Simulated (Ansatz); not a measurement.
# LaHfO: the cost of one run

Method: DFT PBE, scalar-relativistic, plane waves, PAW, unless a step names another level, in Ansatz 0.2.0.

1 further run of the same task is left out (set aside as unsound or not needed). Runs told in other sessions of the task aren't counted.

**1. Starting point**

The structure is tetragonal, space group P4/mmm (No. 123). The conventional cell has a = 3.720 Å, b = 3.720 Å, c = 4.300 Å, α = 90.00°, β = 90.00°, γ = 90.00°. La (site symmetry 4/mmm) has 4 O at 2.63 Å in its first shell of neighbours. Hf (site symmetry 4/mmm) is surrounded by 2 O at 2.15 Å. O (site symmetry 4/mmm) has 2 Hf at 2.15 Å and 4 La at 2.63 Å in its first shell of neighbours.

As a file:

```cif
data_structure
_symmetry_space_group_name_H-M 'P4/mmm'
_symmetry_Int_Tables_number 123
_cell_length_a 3.7196
_cell_length_b 3.7196
_cell_length_c 4.3003
_cell_angle_alpha 90.000
_cell_angle_beta 90.000
_cell_angle_gamma 90.000
_cell_volume 59.50
loop_
_atom_site_label
_atom_site_type_symbol
_atom_site_symmetry_multiplicity
_atom_site_Wyckoff_symbol
_atom_site_fract_x
_atom_site_fract_y
_atom_site_fract_z
_atom_site_occupancy
La1 La 1 d 0.50000 0.50000 0.50000 1
Hf1 Hf 1 a 0.00000 0.00000 0.00000 1
O1 O 1 b 0.00000 0.00000 0.50000 1
```

It came out lowest among 16 distinct ends of the trial cells. At a tolerance of 0.05 Å it has space group P4/mmm (No. 123).

**2. Tight relaxation for the response runs, on the response runs' mesh and smearing**

input.yaml

```yaml
crystal:
  lattice:
    - [3.7196000498, 0.0, 0.0]
    - [0.0, 3.7196000498, 0.0]
    - [0.0, 0.0, 4.3002551059]
  atoms:
    - { symbol: La, position: [0.5, 0.5, 0.5] }
    - { symbol: Hf, position: [0.0, 0.0, 0.0] }
    - { symbol: O, position: [0.0, 0.0, 0.5] }
basis:
  ecutwfc: 420
kpoints:
  mp_grid: { grid: [10, 10, 8] }
hamiltonian:
  xc: pbe
scf:
  occupations: { method: gaussian, width: 0.1 }
output:
  forces: true
  stress: true
  eigenvalues: true
relax:
  adjacent_minimum: "off"
  f_tol: 0.001
  max_steps: 60
  cell: { stress_tol: 0.01 }
```

On the command line:

```console
ansatz run input.yaml --threads 3 --pin off --max-ram 7680MiB --backend cpu --events-out ev --progress --plain --runs-dir out
```

What time and memory should one allow on 3 threads of Intel Xeon 6975P-C (Granite Rapids), shared host?

About 10 s, with a peak of 0.55 GiB.
